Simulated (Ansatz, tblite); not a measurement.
**Cl₄Cu₄H₁₂N₄: rung by rung**

Aim: run the singlet of Cl₄Cu₄H₁₂N₄ at one geometry on many levels, and compare frontier levels, spin and run time.

Program: Ansatz 0.2.0, Gaussian basis. Level of theory: as each input shows. These are calculated values, not measurements.

Plan: GFN1-xTB, GFN2-xTB, PBE-D4/def2-SVP, r2SCAN-D4/def2-SVP, HF/6-31G, B3LYP-D4/6-31G, MP2/def2-SVP.

9 further runs of the same task are left out: 7 that didn't finish, 2 set aside as unsound or not needed. Runs told in other sessions of the task aren't counted.

### 1 The geometry

The singlet was relaxed beforehand with PBE-D4/def2-SVP.

24 atoms, charge 0, spin multiplicity 1.

Bond lengths: Cu1–N2 2.029 Å, Cu1–Cl3 2.247 Å, Cu1–Cl6 2.562 Å, Cu1–Cu10 2.578 Å, N2–H13 1.030 Å, N2–H14 1.039 Å, N2–H15 1.028 Å, Cl3–Cu4 2.557 Å, Cu4–N5 2.031 Å, Cu4–Cu7 2.578 Å, Cu4–Cl12 2.248 Å, N5–H16 1.030 Å, N5–H17 1.039 Å, N5–H18 1.028 Å, Cl6–Cu7 2.247 Å, Cu7–N8 2.032 Å, Cu7–Cl9 2.556 Å, N8–H19 1.028 Å and more. Angles: N2–Cu1–Cl3 143.6°, N2–Cu1–Cl6 87.2°, N2–Cu1–Cu10 92.7°, Cl3–Cu1–Cl6 121.8°, Cl3–Cu1–Cu10 95.5°, Cl6–Cu1–Cu10 111.7°, Cu1–N2–H13 106.9°, Cu1–N2–H14 104.2°, Cu1–N2–H15 121.5°, H13–N2–H14 106.8°, H13–N2–H15 108.3°, H14–N2–H15 108.4°, Cu1–Cl3–Cu4 66.1°, Cl3–Cu4–N5 87.2°, Cl3–Cu4–Cu7 111.7°, Cl3–Cu4–Cl12 122.0°, N5–Cu4–Cu7 92.6°, N5–Cu4–Cl12 143.4° and more.

No spin-orbit coupling is included.

PBE0-D4/def2-SVP was run before; its log isn't repeated, and its numbers join the tables.

### 2 GFN1-xTB

Tight binding, by tblite at 300 K electronic temperature and without a spin-polarisation term:

```python
tblite.interface.Calculator('GFN1-xTB', numbers, positions, charge=0, uhf=0).singlepoint()
```

Energy -1488.9958 eV, HOMO -10.90 eV, LUMO -8.98 eV; 0.028 s.

### 3 GFN2-xTB

Tight binding, by tblite at 300 K electronic temperature and without a spin-polarisation term:

```python
tblite.interface.Calculator('GFN2-xTB', numbers, positions, charge=0, uhf=0).singlepoint()
```

Energy -1410.6619 eV, HOMO -9.49 eV, LUMO -5.73 eV; 0.029 s.

### 4 PBE-D4/def2-SVP

start.molden holds the orbitals of an earlier run on this state, given as this run's starting guess.

The input, in.yaml:

```yaml
crystal:
  periodic: [false, false, false]
  atoms:
    - {symbol: Cu, position_ang: [0.914522, -1.187266, -0.565812]}
    - {symbol: N, position_ang: [-0.137429, -2.857168, -1.036114]}
    - {symbol: Cl, position_ang: [2.511048, 0.210767, -1.303089]}
    - {symbol: Cu, position_ang: [0.893532, 1.276187, 0.366228]}
    - {symbol: N, position_ang: [2.282165, 0.900476, 1.799661]}
    - {symbol: Cl, position_ang: [0.822117, -1.966404, 1.872598]}
    - {symbol: Cu, position_ang: [-0.751836, -0.453729, 1.338967]}
    - {symbol: N, position_ang: [-1.947112, 0.991485, 2.121001]}
    - {symbol: Cl, position_ang: [-2.647145, -0.981249, -0.293313]}
    - {symbol: Cu, position_ang: [-1.060320, 0.366202, -1.143825]}
    - {symbol: N, position_ang: [-0.196838, 0.964224, -2.883292]}
    - {symbol: Cl, position_ang: [-0.687213, 2.739189, -0.276763]}
    - {symbol: H, position_ang: [0.033833, -3.539855, -0.283641]}
    - {symbol: H, position_ang: [-1.131012, -2.563606, -0.954546]}
    - {symbol: H, position_ang: [-0.012956, -3.334141, -1.938486]}
    - {symbol: H, position_ang: [3.188828, 0.818350, 1.317462]}
    - {symbol: H, position_ang: [2.041438, -0.048547, 2.147117]}
    - {symbol: H, position_ang: [2.401570, 1.523495, 2.608370]}
    - {symbol: H, position_ang: [-1.903023, 1.244163, 3.116456]}
    - {symbol: H, position_ang: [-2.918027, 0.729976, 1.897274]}
    - {symbol: H, position_ang: [-1.727729, 1.836594, 1.557903]}
    - {symbol: H, position_ang: [0.815584, 0.777896, -2.742116]}
    - {symbol: H, position_ang: [-0.305566, 1.987738, -2.933852]}
    - {symbol: H, position_ang: [-0.478431, 0.565222, -3.788179]}
basis:
  gaussian: {orbitals: def2-SVP, initial_orbitals: start.molden}
hamiltonian: {xc: pbe, dispersion: d4}
scf: {omitted_lower_state_checks: [starts]}
output: {orbitals: {seedname: orbitals}}
```

Started as:

```
$ ansatz run in.yaml --threads 4 --pin off --events-out ev --progress --plain --max-ram 6963MiB
```

The runs that follow: r2SCAN-D4/def2-SVP; HF/6-31G; B3LYP-D4/6-31G; MP2/def2-SVP.

**Question.** What will the summary of the whole plan be? Wanted: gap in def2-SVP, named functionals, smallest and largest; correlation energy, MP2/def2-SVP; binding an atom, functionals in def2-SVP.

As calculated:

| quantity | value |
| --- | --- |
| gap in def2-SVP, named functionals, smallest and largest | 2.03 eV (PBE-D4), 4.49 eV (PBE0-D4) |
| correlation energy, MP2/def2-SVP | -71.58 eV |
| binding an atom, functionals in def2-SVP | 3.28 (PBE0-D4) to 3.41 eV (PBE-D4) |

Over the named functionals in def2-SVP the gap runs from 2.03 eV (PBE-D4) to 4.49 eV (PBE0-D4); exact exchange widens it.
